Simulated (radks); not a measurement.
# Kr⁴⁺ in [Ar] 3d10 4s1.5 4p2 4d0.5: an all-electron calculation

What are the levels of the krypton ion Kr4+, how large are its shells, and how does its energy divide?

Program: radks (a radial shooting solver on a logarithmic mesh, Libxc functionals) version 1. Level of theory: Dirac Kohn-Sham, PBEsol, spin-unpolarised, spherical densities, finite nucleus; open shells fill j = l - 1/2 first. These are calculated values, not measurements, unless marked.

## 1. Starting point

| Property | Result |
| --- | --- |
| element | krypton (Z = 36) |
| charge | +4 |
| electrons | 32 |
| configuration | [Ar] 3d10 4s1.5 4p2 4d0.5 |
| nuclear rms radius | 4.1884 fm |

## 2. Self-consistent calculation

The run's settings:

```text
Z 36
configuration [Ar] 3d10 4s1.5 4p2 4d0.5
relativity Dirac
functional pbe_sol,pbe_sol
spin unpolarised
j_filling energy
nucleus finite rms 4.1884 fm
c 137.035999084
```

Command:

```console
> python run_ks.py task.json out
```

This one command runs every case of the session in turn.

Q: Predict the outcome of this run.

As calculated:

| quantity | value |
| --- | --- |
| total energy | -2783.34256 hartree |
| exchange-correlation share of it | 3.34 % |
| −T/E | 1.0269 |
| highest occupied level | 4d3/2, -34.253 eV |
| most extended occupied level | 4d3/2, <r> = 2.07 bohr |
| radius at density 0.001 e/bohr³ | 3.22 bohr |
| maxima of the radial density | 3 |

What this shows: 4 principal shells are occupied and 3 maxima appear in the radial density; where shells overlap, one shows as a shoulder or not at all. −T/E is 1.027: with relativity the kinetic term as defined here no longer equals −E. This is not the tabulated ground configuration, so its levels and sizes aren't those of the ground state, and no measured value stands beside it.
